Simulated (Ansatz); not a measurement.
# MgZr2N: the cost of one run

Program: Ansatz 0.2.0. Level of theory: DFT PBE, scalar-relativistic, plane waves, PAW. These are calculated values, not measurements.

1 further run of the same task is left out (it didn't finish).

## Step 1: The system as given

It takes space group P6mm (No. 183, hexagonal). The conventional cell has a = 3.921 Å, b = 3.921 Å, c = 4.820 Å, α = 90.00°, β = 90.00°, γ = 120.00°. Mg (site symmetry 6mm) is surrounded by 1 N at 1.75 Å. Zr (site symmetry 3m) has 3 Zr at 2.26 Å and 3 Mg at 2.28 Å in its first shell of neighbours. Around N (site symmetry 6mm) lie 1 Mg at 1.75 Å.

As a file:

```
CELL_PARAMETERS angstrom
3.92084 0.00000 0.00000
-1.96042 3.39555 0.00000
0.00000 0.00000 4.82041
ATOMIC_POSITIONS crystal
Mg 0.00000 0.00000 0.06254
Zr 0.33333 0.66667 0.11819
Zr 0.66667 0.33333 0.11819
N 0.00000 0.00000 0.70031
```

The cell is invented: random cell by space group and Wyckoff sites (P6mm, No. 183). Lengths come from tabulated atomic sizes and are only a guess.

## Step 2: Probe: one point on a coarse mesh

File input.yaml:

```yaml
crystal:
  lattice:
    - [3.9208415, 0.0, 0.0]
    - [-1.96042075, 3.39554834, 0.0]
    - [0.0, 0.0, 4.82041342]
  atoms:
    - { symbol: Mg, position: [0.0, 0.0, 0.06254362] }
    - { symbol: Zr, position: [0.33333333, 0.66666667, 0.11818846] }
    - { symbol: Zr, position: [0.66666667, 0.33333333, 0.11818846] }
    - { symbol: "N", position: [0.0, 0.0, 0.70030748] }
basis:
  ecutwfc: 420
kpoints:
  mp_grid: { grid: [6, 6, 4] }
hamiltonian:
  xc: pbe
scf:
  occupations: { method: gaussian, width: 0.1 }
  lower_state_search: "off"
output:
  forces: true
  stress: true
  eigenvalues: true
```

Started as:

```
$ ansatz run input.yaml --threads 1 --pin off --max-ram 2560MiB --backend cpu --events-out ev --progress --plain --runs-dir out
```

Q: Estimate wall time and peak memory on 1 thread of Arm Neoverse V1, shared host.

About 3.7 s, with a peak of 0.34 GiB.
